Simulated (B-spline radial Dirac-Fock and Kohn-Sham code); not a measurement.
**Yb¹⁷⁺: core levels and X-ray properties**

Aim: for the Yb¹⁷⁺ ion, compute its X-ray form factor and Compton profile, the binding energy of each subshell and how cheaper methods do for the levels.

Program: B-spline radial Dirac-Fock and Kohn-Sham code, version 2. Model: a free atom or ion on a radial basis; each step names its model. All values are calculated, but those marked as tabulated.

**1. What is computed**

The Yb¹⁷⁺ ion, [Kr] 4d10 4f7.

```yaml
nuclear_charge: 70
electrons: 53
mass_number: 174
nuclear_rms_radius: 5.3108 fm
```

Outer shells as boxes (Hund's rule, for the drawing alone; heavy ions are jj-coupled, and the calculation averages over the configuration):

```
[Kr] core
4d [↑↓][↑↓][↑↓][↑↓][↑↓]
4f [↑ ][↑ ][↑ ][↑ ][↑ ][↑ ][↑ ]
```

**2. X-ray scattering functions**

Model: Dirac-Fock average of configuration, finite nucleus; form factor of the spherical density, Waller-Hartree incoherent function, impulse-approximation Compton profiles.

The run's settings:

```ini
task = scatter
Z = 70
charge = 17
configuration = 1s2 2s2 2p6 3s2 3p6 3d10 4s2 4p6 4d10 4f7
mass_number = 174
rms_radius = 5.3108  # fm
s = [0.0, 0.07, 0.09, 0.1, 0.12, 0.15, 0.18, 0.21, 0.26, 0.31, 0.37, 0.44, 0.53, 0.64, 0.77, 0.92, 1.1, 1.32, 1.59, 1.9, 2.28, 2.74, 3.29]  # 1/A
pz = [0, 0.1, 0.15, 0.21, 0.31, 0.44, 0.65, 0.94, 1.4, 2.0, 2.9, 4.2, 6.1, 8.8, 13.0, 19.0, 27.0, 39.0, 57.0, 83.0, 120.0]  # a.u.
photon_energy = [1000, 5000, 8047.8, 10000, 20000, 30000, 50000, 200000]  # eV
```

From the run's result record (rounded, not every field):

```text
status: converged
form_factor [e]: [53.0, 52.68, 52.472, 52.35, 52.068, 51.555, 50.941, 50.23, 48.853, 47.268, 45.15, 42.477, 38.894, 34.576, 29.927, 25.483, 21.528, 18.337, 15.86, 13.753, 11.417, 8.9324, 6.8275]
incoherent: [-3.1442e-13, 0.25295, 0.41591, 0.51185, 0.73172, 1.1282, 1.5988, 2.1361, 3.1574, 4.3022, 5.7855, 7.5933, 9.93, 12.677, 15.681, 18.823, 22.219, 25.903, 29.734, 33.212, 36.406, 39.264, 41.824]
compton_total [1/a.u.]: [3.5136, 3.5129, 3.5121, 3.5108, 3.5074, 3.5012, 3.4865, 3.4564, 3.3844, 3.2413, 2.9155, 2.2804, 1.4481, 0.84653, 0.45694, 0.21424, 0.092902, 0.034539, 0.011525, 0.0035125, 0.00094056]
shells: ["1s1/2", "2s1/2", "2p1/2", "2p3/2", "3s1/2", "3p1/2", "3p3/2", "3d3/2", "3d5/2", "4s1/2", "4p1/2", "4p3/2", "4d3/2", "4d5/2", "4f5/2", "4f7/2"]
occupation: [2.0, 2.0, 2.0, 4.0, 2.0, 2.0, 4.0, 4.0, 6.0, 2.0, 2.0, 4.0, 4.0, 6.0, 3.0, 4.0]
mean_momentum [a.u.]: [70.994, 25.349, 33.534, 30.137, 12.78, 15.263, 14.255, 17.126, 16.765, 6.6461, 7.4631, 7.0699, 7.8132, 7.6724, 8.011, 7.9492]
r2 [bohr^2]: 8.9158
r_inverse [1/bohr]: 483.67
r1 [bohr]: 17.48
coherent [b]: [1853.7, 1552.8, 1223.5, 1034.2, 498.77, 300.95, 141.29, 13.428]
incoherent_cross_section [b]: [0.11116, 2.3071, 4.7562, 6.2815, 12.443, 16.21, 19.755, 19.759]
radial_jk:
  4f: {"j0": [1.0, 0.98708, 0.97874, 0.97382, 0.96254, 0.94211, 0.91777, 0.88985, 0.83642, 0.77606, 0.6974, 0.60141, 0.47897, 0.34185, 0.20881, 0.09908, 0.021078, -0.020438, -0.030569, -0.023563, -0.012426, -0.0043298, -0.00066854], "j2": [0.0, 0.005152, 0.0084624, 0.010408, 0.014857, 0.022844, 0.032257, 0.042906, 0.062819, 0.08452, 0.11141, 0.14173, 0.17554, 0.20466, 0.21926, 0.21267, 0.18353, 0.1369, 0.085189, 0.044184, 0.01702, 0.0037466, -0.00052212], "j4": [0.0, 1.1225e-05, 3.0479e-05, 4.628e-05, 9.5132e-05, 0.00022856, 0.00046479, 0.00084153, 0.0018889, 0.0036134, 0.0067863, 0.012213, 0.021957, 0.037354, 0.058002, 0.080521, 0.099949, 0.10902, 0.10235, 0.082828, 0.056872, 0.032808, 0.015839], "j6": [0.0, 1.6873e-08, 7.5708e-08, 1.4189e-07, 4.198e-07, 1.5745e-06, 4.6056e-06, 1.1335e-05, 3.89e-05, 0.00010545, 0.00028087, 0.00071034, 0.0018352, 0.0044887, 0.0098901, 0.019079, 0.032623, 0.048721, 0.062173, 0.066806, 0.061113, 0.047416, 0.031324], "r2": 0.36017, "r4": 0.22815, "r6": 0.22646}
```

The scattering functions against s = sin θ / λ:

| s (1/Å) | f (e) | f / N | S(s) |
| --- | --- | --- | --- |
| 0 | 53.00 | 1.000 | 0 |
| 0.0900 | 52.47 | 0.990 | 0.4159 |
| 0.120 | 52.07 | 0.982 | 0.7317 |
| 0.180 | 50.94 | 0.961 | 1.599 |
| 0.260 | 48.85 | 0.922 | 3.157 |
| 0.370 | 45.15 | 0.852 | 5.785 |
| 0.530 | 38.89 | 0.734 | 9.930 |
| 0.770 | 29.93 | 0.565 | 15.68 |
| 1.10 | 21.53 | 0.406 | 22.22 |
| 1.59 | 15.86 | 0.299 | 29.73 |
| 2.28 | 11.42 | 0.215 | 36.41 |
| 3.29 | 6.828 | 0.129 | 41.82 |

**3. Hole states by ΔSCF**

Model: Dirac-Fock average of configuration, Delta-SCF, finite nucleus, first-order Breit with its frequency dependence, self-energy and vacuum polarisation.

The run's settings:

```ini
task = binding
```

From the run's result record (rounded, not every field):

```text
status: converged
shells: ["K", "L1", "L2", "L3", "M1", "M2", "M3", "M4", "M5", "N1", "N2", "N3", "N4", "N5", "N6,7"]
total_energy_parts [Ha]: [-13966.3076, 15.7906153, -1.66779905, -0.250203092, 11.3259935, -1.92785328]
koopmans [eV]: [62126.9, 11003.3, 10490.7, 9441.39, 2863.34, 2637.82, 2411.11, 2032.88, 1983.98, 912.468, 818.841, 764.112, 607.872, 597.355, 409.166]
dirac_coulomb [eV]: [62054.4, 10965.1, 10448.3, 9401.64, 2846.91, 2620.52, 2395.03, 2014.46, 1966.03, 908.703, 815.13, 760.884, 604.732, 594.38, 406.361]
gaunt [eV]: [-209.329, -22.4237, -38.7967, -27.0266, -4.0006, -7.10205, -4.71895, -2.99417, -2.0092, -0.938686, -1.61079, -1.0295, -0.527042, -0.312736, 0.0750651]
retardation [eV]: [15.6711, 1.82444, 4.24999, 4.24159, 0.309166, 0.758539, 0.763433, 0.285511, 0.27909, 0.0865131, 0.187424, 0.185157, 0.0614812, 0.0607391, -0.00856399]
breit_frequency [eV]: [3.04767, -0.263672, -0.0179528, 1.34218, -0.0680258, -0.0659132, 0.263663, -0.0300633, -0.00163471, -0.017121, -0.0185504, 0.0632439, -0.00751899, -0.00125921, -0.0041356]
self_energy [eV]: [-121.09, -16.9657, 0.140894, -1.13681, -3.8511, -0.0422786, -0.282019, 0.280092, 0.143981, -0.960924, -0.0101404, -0.0677238, 0.0579426, 0.0286079, 0.0307864]
vacuum_polarisation [eV]: [21.6362, 2.83306, 0.0826971, -0.108373, 0.623465, 0.0194305, -0.028419, -0.0303864, -0.0290319, 0.155802, 0.00528308, -0.00667551, -0.00633026, -0.00600866, -0.00339184]
binding [eV]: [61764.4, 10930.2, 10413.9, 9378.95, 2839.92, 2614.08, 2391.03, 2011.97, 1964.41, 907.028, 813.683, 760.029, 604.31, 594.149, 406.451]
mean_radius [bohr]: [0.0196595, 0.0826944, 0.0688106, 0.0762702, 0.21558, 0.205726, 0.219478, 0.19322, 0.197486, 0.479666, 0.485176, 0.511805, 0.524214, 0.533204, 0.556331]
```

total_energy_parts: Dirac-Coulomb, Gaunt, retardation, frequency dependence, self-energy, vacuum polarisation. 

The binding energies by parts, in eV; the parts add up.

| level | -ε | relaxation | Breit | QED | binding |
| --- | --- | --- | --- | --- | --- |
| K | 62126.9 | -72.50 | -190.61 | -99.45 | 61764.4 |
| L1 | 11003.3 | -38.11 | -20.86 | -14.13 | 10930.2 |
| L2 | 10490.7 | -42.41 | -34.56 | 0.22 | 10413.9 |
| L3 | 9441.4 | -39.75 | -21.44 | -1.25 | 9379.0 |
| M1 | 2863.3 | -16.43 | -3.76 | -3.23 | 2839.9 |
| M2 | 2637.8 | -17.31 | -6.41 | -0.02 | 2614.1 |
| M3 | 2411.1 | -16.07 | -3.69 | -0.31 | 2391.0 |
| M4 | 2032.9 | -18.42 | -2.74 | 0.25 | 2012.0 |
| M5 | 1984.0 | -17.95 | -1.73 | 0.11 | 1964.4 |
| N1 | 912.5 | -3.77 | -0.87 | -0.81 | 907.0 |
| N2 | 818.8 | -3.71 | -1.44 | 0.00 | 813.7 |
| N3 | 764.1 | -3.23 | -0.78 | -0.07 | 760.0 |
| N4 | 607.9 | -3.14 | -0.47 | 0.05 | 604.3 |
| N5 | 597.4 | -2.98 | -0.25 | 0.02 | 594.1 |
| N6,7 | 409.2 | -2.80 | 0.06 | 0.03 | 406.5 |

X-ray lines as differences of these levels:

| line | energy (eV) |
| --- | --- |
| Kβ2' (K-N3) | 61004.3 |
| Kβ2'' (K-N2) | 60950.7 |
| Kβ1 (K-M3) | 59373.3 |
| Kβ3 (K-M2) | 59150.3 |
| Kα1 (K-L3) | 52385.4 |
| Kα2 (K-L2) | 51350.4 |
| Lγ3 (L1-N3) | 10170.1 |
| Lγ2 (L1-N2) | 10116.5 |
| Lγ1 (L2-N4) | 9809.6 |
| Lγ5 (L2-N1) | 9506.9 |
| Lβ2 (L3-N5) | 8784.8 |
| Lβ15 (L3-N4) | 8774.6 |
| Lβ3 (L1-M3) | 8539.1 |
| Lβ6 (L3-N1) | 8471.9 |

**4. The levels by Dirac LDA**

Model: Dirac-Kohn-Sham LDA (Slater exchange, VWN correlation), finite nucleus, spherical and without spin polarisation.

Recorded inputs:

```ini
task = binding-ladder
method = lda,vwn
relativity = dirac
```

From the run's result record (rounded, not every field):

```text
status: converged
shells: ["K", "L1", "L2", "L3", "M1", "M2", "M3", "M4", "M5", "N1", "N2", "N3", "N4", "N5", "N6,7"]
minus_eigenvalue [eV]: [61515.8, 10764.9, 10292.1, 9246.29, 2750.78, 2541.37, 2319.23, 1960.84, 1912.29, 861.044, 775.413, 721.891, 579.58, 569.301, 390.149]
delta_scf [eV]: [62041.7, 10870.0, 10423.5, 9362.79, 2789.37, 2581.95, 2357.31, 2004.36, 1954.89, 881.957, 796.179, 741.876, 599.234, 588.727, 409.137]
total_energy [Ha]: -13962.2532
dirac_fock_binding [eV]: [61764.4, 10930.2, 10413.9, 9378.95, 2839.92, 2614.08, 2391.03, 2011.97, 1964.41, 907.028, 813.683, 760.029, 604.31, 594.149, 406.451]
```

Beside the Dirac-Fock ΔSCF result with Breit and QED, in eV:

| level | -ε | miss | ΔSCF | miss | Dirac-Fock |
| --- | --- | --- | --- | --- | --- |
| K | 61515.8 | -248.5 | 62041.7 | +277.4 | 61764.4 |
| L1 | 10764.9 | -165.3 | 10870.0 | -60.1 | 10930.2 |
| L2 | 10292.1 | -121.8 | 10423.5 | +9.6 | 10413.9 |
| L3 | 9246.3 | -132.7 | 9362.8 | -16.2 | 9379.0 |
| M1 | 2750.8 | -89.1 | 2789.4 | -50.6 | 2839.9 |
| M2 | 2541.4 | -72.7 | 2582.0 | -32.1 | 2614.1 |
| M3 | 2319.2 | -71.8 | 2357.3 | -33.7 | 2391.0 |
| M4 | 1960.8 | -51.1 | 2004.4 | -7.6 | 2012.0 |
| M5 | 1912.3 | -52.1 | 1954.9 | -9.5 | 1964.4 |
| N1 | 861.0 | -46.0 | 882.0 | -25.1 | 907.0 |
| N2 | 775.4 | -38.3 | 796.2 | -17.5 | 813.7 |
| N3 | 721.9 | -38.1 | 741.9 | -18.2 | 760.0 |
| N4 | 579.6 | -24.7 | 599.2 | -5.1 | 604.3 |
| N5 | 569.3 | -24.8 | 588.7 | -5.4 | 594.1 |
| N6,7 | 390.1 | -16.3 | 409.1 | +2.7 | 406.5 |

**5. The levels by non-relativistic HF**

Model: non-relativistic Hartree-Fock, average of configuration, point nucleus.

The run's settings:

```ini
task = binding-ladder
method = hf
relativity = nr
```

From the run's result record (rounded, not every field):

```text
status: converged
shells: ["1s", "2s", "2p", "3s", "3p", "3d", "4s", "4p", "4d", "4f"]
minus_eigenvalue [eV]: [57689.3, 9836.99, 9406.42, 2577.86, 2380.35, 2017.27, 837.863, 754.436, 602.932, 415.422]
delta_scf [eV]: [57624.7, 9802.3, 9368.22, 2563.03, 2364.79, 1999.46, 834.735, 751.379, 599.954, 412.526]
total_energy [Ha]: -13290.7557
```

Against the Dirac-Fock value with Breit and QED (eV):

| level | -ε | miss | ΔSCF | miss | Dirac-Fock |
| --- | --- | --- | --- | --- | --- |
| 1s | 57689.3 | -4075.0 | 57624.7 | -4139.6 | 61764.4 |
| 2s | 9837.0 | -1093.2 | 9802.3 | -1127.8 | 10930.2 |
| 2p | 9406.4 | -317.5 | 9368.2 | -355.7 | 9723.9 |
| 3s | 2577.9 | -262.1 | 2563.0 | -276.9 | 2839.9 |
| 3p | 2380.3 | -85.0 | 2364.8 | -100.6 | 2465.4 |
| 3d | 2017.3 | +33.8 | 1999.5 | +16.0 | 1983.4 |
| 4s | 837.9 | -69.2 | 834.7 | -72.3 | 907.0 |
| 4p | 754.4 | -23.5 | 751.4 | -26.5 | 777.9 |
| 4d | 602.9 | +4.7 | 600.0 | +1.7 | 598.2 |
| 4f | 415.4 | +9.0 | 412.5 | +6.1 | 406.5 |

Spin-orbit partners are averaged with weights 2j + 1.

**6. Cost and miss by method**

| method | level | eigenvalue miss (%) | ΔSCF miss (%) | time |
| --- | --- | --- | --- | --- |
| Dirac LDA | K | -0.40 | +0.45 | 3.8 s |
| non-relativistic HF | 1s | -6.60 | -6.70 | 0.51 s |
| Dirac-Fock + Breit + QED | all | - | reference | 7 s |

Times cover the ground state and all hole states of a step, on one thread of a shared host; states solved in an earlier step are reused, and a first call can include compiling.

**7. Results**

```
                                  quantity                 value
          rms radius of the electron cloud            0.410 bohr
                     form factor halves at              0.89 1/Å
                   Compton profile at zero          3.514 1/a.u.
              deepest level listed, K (1s)            61764.4 eV
                    least bound, N6,7 (4f)              406.5 eV
                                       Kα1            52385.4 eV
     ionisation energy, NIST (theoretical)            431.000 eV
           Dirac LDA, K: eigenvalue / ΔSCF  61515.8 / 62041.7 eV
non-relativistic HF, 1s: eigenvalue / ΔSCF  57689.3 / 57624.7 eV
```

What this shows: The form factor starts at the 53 electrons and halves by s = 0.89 1/Å. Incoherent scattering outweighs coherent from 200 keV on, among the energies asked. For K (1s), relaxation takes off 72.5 eV, Breit terms shift it by -190.61 and QED by -99.45 eV. NIST's ionisation energy differs by +24.55 eV from the least binding energy; the calculation averages open shells over their j components and terms. Dirac LDA misses the K level by -0.4 % with its eigenvalue and by +0.4 % with ΔSCF. Breit and QED terms, which only the reference holds, shift this level by tenths of a per cent, so the eigenvalue's nearness can be cancellation. Non-relativistic HF misses the 1s level by -6.6 % with its eigenvalue and by -6.7 % with ΔSCF, as relativity is missing. The Hartree-Fock and Dirac-Fock values hold no electron correlation.
